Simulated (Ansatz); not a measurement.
**C2H6N2Si: ladder of methods at one geometry**

How do the methods compare on C2H6N2Si, in result and in cost? Wanted for C2H6N2Si: a ladder of methods at one geometry. SMILES: NC1N=C1[SiH3].

Computed with the Python package of Ansatz 0.2.0. The levels of theory stand in the script.

## 1. The structure

Bond lengths: N1–C2 1.437 Å, C2–N3 1.491 Å, C2–C4 1.402 Å, N3–C4 1.177 Å, C4–Si5 1.789 Å, N1–H6 1.073 Å, N1–H7 0.979 Å, C2–H8 1.087 Å, Si5–H9 1.523 Å, Si5–H10 1.459 Å, Si5–H11 1.478 Å. Angles (14 of 19 angles, heavy atoms first): N1–C2–N3 111.2°, N1–C2–C4 122.0°, N3–C2–C4 47.9°, C2–N3–C4 62.1°, C2–C4–N3 70.0°, C2–C4–Si5 143.0°, N3–C4–Si5 146.8°, N1–C2–H8 118.7°, N3–C2–H8 115.0°, C4–C2–H8 118.7°, C2–N1–H6 105.9°, C2–N1–H7 113.0°, C4–Si5–H9 112.0°, C4–Si5–H10 111.3°.

The script holds or builds the structure itself.

## 2. Script

Input file c2h6n2si.py:

```python
"""One geometry of C2H6N2Si, method by method."""

from pathlib import Path
import warnings

import ansatz as az
import numpy as np

warnings.simplefilter("ignore", az.DeckWarning)

molecule = (
    az.Crystal.molecule()
    .atom("N", [0.1554, -0.6577, 1.9499])
    .atom("C", [0.6775, -0.7403, 0.6134])
    .atom("N", [1.3348, 0.5354, 0.2104])
    .atom("C", [0.3619, 0.2113, -0.3667])
    .atom("Si", [-0.8563, 0.6371, -1.6059])
    .atom("H", [0.2308, 0.3749, 2.232])
    .atom("H", [0.7048, -1.1345, 2.6056])
    .atom("H", [1.2026, -1.6435, 0.3131])
    .atom("H", [-1.8536, 1.6687, -1.0945])
    .atom("H", [-0.2291, 1.2117, -2.7911])
    .atom("H", [-1.6634, -0.5202, -2.0457])
)

base = molecule.calculation().basis(gaussian="def2-SVP")

print("functional    E (Ha)        dipole (D)   HOMO (eV)  LUMO (eV)")
for name in ["lda", "r2scan", "r2scan0", "hse06", "pbe0", "revpbe"]:
    data = base.functional(name).forces().orbitals().run(threads=1, backend="cpu", runs_dir="runs").report
    lines = Path(data["orbitals_path"]).read_text().splitlines()
    field_of = lambda key: [line.split("=")[1].strip() for line in lines if line.startswith(key)]
    orbitals = [(27.211386 * float(e), s, float(n)) for e, s, n in zip(field_of("Ene="), field_of("Spin="), field_of("Occup="))]
    homo = max(e for e, _, n in orbitals if n > 0.5)
    lumo = min(e for e, _, n in orbitals if n < 0.5)
    dipole = 4.803205 * np.linalg.norm(data["charge_distribution"]["dipole_moment_e_ang"])
    print(f"{name:10s} {data['free_energy_ev'] / 27.211386246:14.6f} {dipole:9.3f} {homo:11.3f} {lumo:10.3f}")
```

## 3. Running it

Started as:

```bash
> python c2h6n2si.py
```

What it wrote:

```text
functional    E (Ha)        dipole (D)   HOMO (eV)  LUMO (eV)
lda           -475.678039     0.671      -4.871     -2.079
r2scan        -478.332616     0.702      -5.048     -1.796
r2scan0       -478.306125     0.691      -6.328     -0.857
hse06         -478.113785     0.673      -5.738     -1.295
pbe0          -478.130479     0.672      -6.140     -0.908
revpbe        -478.358022     0.693      -4.723     -1.818
```

Run time: 30 s. Hardware: 1 thread of Arm Neoverse V2, shared host; peak memory 0.3 GiB.

## 4. The engine's runs

The 6 runs, in the order started:

| run | functional | energy (eV) | SCF cycles | CPU time (s) |
| --- | --- | --- | --- | --- |
| 1 | lda | -12943.8588 | 20 | 2 |
| 2 | r2scan | -13016.0936 | 20 | 6.9 |
| 3 | r2scan0 | -13015.3727 | 17 | 7.9 |
| 4 | hse06 | -13010.1389 | 18 | 4.9 |
| 5 | pbe0 | -13010.5931 | 17 | 4.5 |
| 6 | revpbe | -13016.7849 | 20 | 3.5 |

Totals under unlike functionals or potentials can't be compared directly.

The fields below are those of run 1.

## 5. The molecule's orbitals and density

Orbitals, density, ELF and potential are computed afterwards from the orbital file.

Frontier orbitals at LDA/def2-SVP, with the share of their density that lies nearest to each atom:

| orbital | energy (eV) | lies on |
| --- | --- | --- |
| HOMO-1 | -7.22 | N3 34 %; N1 27 %; C2 16 % |
| HOMO | -4.87 | N1 41 %; N3 19 %; C2 13 % |
| LUMO | -2.08 | N3 35 %; C4 34 %; Si5 9 % |

ELF in a plane through or near 6 of the atoms.

Ten even steps from '0' (0.00) to '9' (1.00):
```
0000000000000000000000000000
0000000000000000000000000000
0000000000000000001110000000
0000000000000000158986100000
0000000011100000499999600000
0000000146400000499999810000
0000000168610000399999710000
0000122478720011279998300000
0000688843620134412154100000
0001899974854667717512100000
0000899867726878826324310000
0000365314325877731255310000
0000000017987544323333210000
0000000059998211001111000000
0000000189998100000000000000
0000000069997000000000000000
0000000015752000000000000000
0000000000000000000000000000
0000000000000000000000000000
0000000000000000000000000000
```
The map spans 11.0 Å across and 8.4 Å up, centred on the molecule. Atoms in the plane (x, y in Å): N1 (-1.9, 0.5), C2 (-1.0, -0.5), Si5 (1.9, 0.1), H7 (-2.9, 0.2), H8 (-1.3, -1.6), H9 (2.2, 1.6).

On the surface of density 0.002 e/bohr³ the electrostatic potential runs, from the 1st to the 99th percentile, from -1.50 V near N1 to 1.41 V near H7.

## 6. Outcome

| quantity | value |
| --- | --- |
| runs compared | 6 |
| HOMO-LUMO gap of the mean field (LDA/def2-SVP) | 2.79 eV |

**Reading.** All 6 runs converged (17 to 20 cycles). Notes:
- The geometry is a force-field or estimated start, not a minimum of this method, and the basis set is short of its limit. A lower total doesn't mark the better method: functionals have no common bound, and MP2 and coupled cluster aren't variational.
- Levels such as HOMO and LUMO are orbital energies: with these approximate functionals they aren't the ionisation energy and electron affinity, and their gap isn't the fundamental gap.
- hse06 follows the composition of plane-wave codes, whose totals differ by tens of mHa, up to about 0.1 Ha, from the form usual in Gaussian-basis programs (wpbeh).
